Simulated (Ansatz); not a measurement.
# GaPH (quartet): from Hartree-Fock to the top rungs, cc-pVDZ

The task here is to estimate one member of a computed series from the others.

Program: Ansatz 0.2.0, Gaussian basis. Level of theory: cc-pVDZ, core rule «outside noble gas», up to 19 orbitals frozen. These are calculated values, not measurements.

To be run: UHF; CCSD(T) on ROHF; CCSD(T) on UHF; BCCD(T) on ROHF; CISD; CCSDT(Q) on ROHF; CCSDT(Q) on UHF.

27 further runs of the same task are left out: 7 for a known fault of the program, 8 that didn't finish, 12 set aside as unsound or not needed.

**The system**

The geometry is a PBE0/def2-TZVP stationary point (not a proven minimum) of the parent state, kept for this charge and spin. No spin-orbit coupling is included. The filled d shell of Ga may be among the frozen orbitals whatever the setting's name suggests; the logs give the count.

3 atoms, charge 0, spin multiplicity 4.

Atoms are counted from 1 here; the program's logs count them from 0.

Bond lengths: P1–Ga2 2.128 Å, Ga2–H3 1.551 Å. Angles: P1–Ga2–H3 180.0°.

The first run:

in.yaml reads:

```yaml
crystal:
  periodic: [false, false, false]
  atoms:
    - {symbol: P, position_ang: [0.000000, 0.000000, 1.935800]}
    - {symbol: Ga, position_ang: [0.000000, 0.000000, -0.192200]}
    - {symbol: H, position_ang: [0.000000, 0.000000, -1.743600]}
basis:
  gaussian: {orbitals: cc-pVDZ}
magnetization: {spin_polarized: true, initial_magnetization: 3}
hamiltonian: {xc: hf}
output: {orbitals: {seedname: orbitals}}
```

Command:

```sh
$ ansatz run in.yaml --threads 1 --pin off --events-out ev --progress --plain --max-ram 2393MiB
```

Among the steps run: UHF; CCSD(T) on ROHF; CCSD(T) on UHF; BCCD(T) on ROHF; CISD; CCSDT(Q) on ROHF; CCSDT(Q) on UHF.

One of the session's tables, all rows but one given; the rest of the session is left out.

It belongs to the step «Misses and costs». 

| method | from UCCSDT(Q) (kcal/mol) |
| --- | --- |
| ROHF | ? |
| UHF | +98.06 |
| RMP2 | +22.89 |
| UMP2 | +23.61 |
| RCCSD | +3.69 |
| UCCSD | +3.47 |
| RCCSD(T) | +1.03 |
| UCCSD(T) | +0.91 |
| BCCD(T) | +1.03 |
| RCCSDT | +0.30 |
| UCCSDT | +0.17 |
| RCCSDT(Q) | +0.12 |
| UCCSDT(Q) | 0 |

Q: Estimate the row for ROHF from the others.

As computed: from UCCSDT(Q) (kcal/mol): +103.33. In the column «from UCCSDT(Q) (kcal/mol)» it is the highest.

Not comparable, so not listed: CISD (they don't share determinant, frozen orbitals or solution with the rows shown, or repeat one).

Limits of these values: Restricted and unrestricted rows rest on different reference determinants; where their highest levels disagree by more than a few hundredths of an eV, they describe different states and don't form one ladder.
